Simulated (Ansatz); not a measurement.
**BNH4 (SMILES BN): r2SCAN/def2-TZVPP**

Aim: the electronic atomisation energy of BNH4 at r2SCAN/def2-TZVPP, from 4 runs. 

The calculation is run with Ansatz 0.2.0.

56 further runs of the same task are left out: 56 set aside as unsound or not needed.

## Step 1: The structure to begin with

BNH4 has 6 atoms, charge 0, and is taken as a singlet. As SMILES, `BN`. The coordinates come from a PBE0-D4/def2-TZVP relaxation.

Bond lengths: B1–N2 1.385 Å, B1–H3 1.197 Å, B1–H4 1.197 Å, N2–H5 1.006 Å, N2–H6 1.006 Å. Angles: B1–N2–H5 123.2°, B1–N2–H6 123.2°, N2–B1–H3 119.0°, N2–B1–H4 119.0°, H5–N2–H6 113.5°, H3–B1–H4 122.0°.

## Step 2: The energy at r2SCAN/def2-TZVPP

in.yaml reads:

```yaml
crystal:
  periodic: [false, false, false]
  atoms:
    - {symbol: B, position_ang: [-0.128200, -0.679600, -0.025600]}
    - {symbol: "N", position_ang: [0.146100, 0.677400, 0.010800]}
    - {symbol: H, position_ang: [0.225800, -1.368000, 0.887500]}
    - {symbol: H, position_ang: [-0.712000, -1.128700, -0.969200]}
    - {symbol: H, position_ang: [-0.121600, 1.313700, -0.720800]}
    - {symbol: H, position_ang: [0.632000, 1.121400, 0.771300]}
basis:
  gaussian:
    orbitals: def2-TZVPP
hamiltonian:
  xc: r2scan
accuracy: high
output: {orbitals: {seedname: orbitals}}
```

Command:

```bash
$ ansatz run in.yaml --threads 1 --pin off --max-ram 3480MiB --events-out events.jsonl --progress --plain --runs-dir runs
```

What it wrote:

```text
Warning: RAYON_NUM_THREADS=1 ignored (pool sized by the plan → 1); use --threads N
Functional definition: r2SCAN
  name "r2SCAN"
  parameter k0 = 0.174
  parameter k1 = 0.065
  parameter a1 = 4.9479
  exchange = r2scan_x(k0 = k0, k1 = k1, a1 = a1)
  correlation = r2scan_c
2045 factors; integrals over basis functions are off by at most 3.0e-9 eV
mean field evaluation 1: about -2224.8383 eV, gradient 6.0e1 eV
mean field evaluation 2: about -2212.3108 eV, gradient 9.0e1 eV
mean field evaluation 4: about -2231.7445 eV, gradient 4.5e0 eV
mean field evaluation 8: about -2231.7998 eV, gradient 7.0e-2 eV
mean field evaluation 16: about -2231.7998 eV, gradient 2.7e-7 eV
mean field -2231.79976894 eV, -82.0171287404 hartree, gradient 1.1e-8 eV, S^2 0.000000; 0 other end points of the search recorded, 0 dependent functions left out
reference -2231.79976978 eV, -82.0171287713 hartree; 8, 8 occupied and 110, 110 virtual orbitals, 2045 factors
Total energy: -2231.79976978 eV, -82.0171287713 hartree
```

Run time: 9.9 s. Hardware: 1 thread of Arm Neoverse V1, shared host; peak memory 0.3 GiB.

## Step 3: The B atom

molecule.yaml reads:

```yaml
crystal:
  periodic: [false, false, false]
  atoms:
    - {symbol: B, position_ang: [0.000000, 0.000000, 0.000000]}
basis:
  gaussian: {orbitals: def2-TZVPP}
magnetization: {spin_polarized: true, initial_magnetization: 1}
hamiltonian: {xc: {name: r2SCAN}}
accuracy: high
```

Command:

```bash
$ ansatz run molecule.yaml --threads 1 --pin off --max-ram 3480MiB --events-out events.jsonl --progress --plain --runs-dir runs
```

What it wrote, cut to the lines that bear on the results:

```text
Warning: RAYON_NUM_THREADS=1 ignored (pool sized by the plan → 1); use --threads N
[... 7 set-up lines as earlier in the session ...]
312 factors; integrals over basis functions are off by at most 3.0e-9 eV
mean field evaluation 1: about -670.2970 eV, gradient 3.6e0 eV
mean field evaluation 2: about -670.3928 eV, gradient 9.0e-1 eV
mean field evaluation 4: about -670.3994 eV, gradient 2.9e-1 eV
mean field evaluation 8: about -670.4000 eV, gradient 1.4e-4 eV
mean field evaluation 16: about -670.4000 eV, gradient 2.3e-6 eV
mean field evaluation 32: about -670.4000 eV, gradient 4.1e-8 eV
mean field evaluation 64: about -668.7278 eV, gradient 6.7e0 eV
mean field -670.40002444 eV, -24.6367464849 hartree, gradient 1.2e-8 eV, S^2 0.757363; 8 other end points of the search recorded, 0 dependent functions left out
reference -670.40002845 eV, -24.6367466322 hartree; 3, 2 occupied and 28, 29 virtual orbitals, 312 factors
Total energy: -670.40002845 eV, -24.6367466322 hartree
```

Wall time 3.6 s (1 thread of Arm Neoverse V1, shared host); peak memory 0.1 GiB.

## Step 4: The H atom, same level

job.yaml reads:

```yaml
crystal:
  periodic: [false, false, false]
  atoms:
    - {symbol: H, position_ang: [0.000000, 0.000000, 0.000000]}
basis:
  gaussian: {orbitals: def2-TZVPP}
accuracy: high
magnetization: {spin_polarized: true, initial_magnetization: 1}
hamiltonian: {xc: r2scan}
```

Command:

```bash
$ ansatz run job.yaml --threads 1 --pin off --max-ram 3480MiB --events-out events.jsonl --progress --plain --runs-dir runs
```

What it wrote, cut to the lines that bear on the results:

```text
Warning: RAYON_NUM_THREADS=1 ignored (pool sized by the plan → 1); use --threads N
[... 7 set-up lines as earlier in the session ...]
92 factors; integrals over basis functions are off by at most 9.3e-10 eV
mean field evaluation 1: about -13.6048 eV, gradient 1.6e-1 eV
mean field evaluation 2: about -13.6035 eV, gradient 1.5e-1 eV
mean field evaluation 4: about -13.6037 eV, gradient 3.7e-3 eV
mean field evaluation 8: about -13.6037 eV, gradient 1.2e-8 eV
mean field -13.60369385 eV, -0.4999265281 hartree, gradient 5.7e-10 eV, S^2 0.750000; 0 other end points of the search recorded, 0 dependent functions left out
reference -13.60369505 eV, -0.4999265723 hartree; 1, 0 occupied and 13, 14 virtual orbitals, 92 factors
Total energy: -13.60369505 eV, -0.4999265723 hartree
```

Wall time 0.49 s (1 thread of Arm Neoverse V1, shared host).

## Step 5: The N atom, same level

job.yaml reads:

```yaml
crystal:
  periodic: [false, false, false]
  atoms:
    - {symbol: "N", position_ang: [0.000000, 0.000000, 0.000000]}
basis:
  gaussian:
    orbitals: def2-TZVPP
magnetization:
  spin_polarized: true
  initial_magnetization: 3
hamiltonian:
  xc: r2scan
accuracy: high
```

Run the same way, it converges to -54.58101 Eh (log not shown).

## Step 6: What came out

At r2SCAN/def2-TZVPP:

| quantity | value |
| --- | --- |
| molecule: total energy | -82.01713 Eh |
| molecule: HOMO energy | -7.58 eV |
| molecule: LUMO energy | -0.34 eV |
| molecule: HOMO–LUMO gap | 7.25 eV |
| B atom: total energy | -24.63675 Eh |
| B atom: ⟨S²⟩ | 0.757 |
| H atom: total energy | -0.49993 Eh |
| H atom: ⟨S²⟩ | 0.750 |
| N atom: total energy | -54.58101 Eh |
| N atom: ⟨S²⟩ | 3.755 |
| electronic atomisation energy | 21.760 eV |

Taking the molecule apart into free atoms costs 21.76 eV (2100 kJ/mol), before zero-point energy and without spin-orbit coupling.
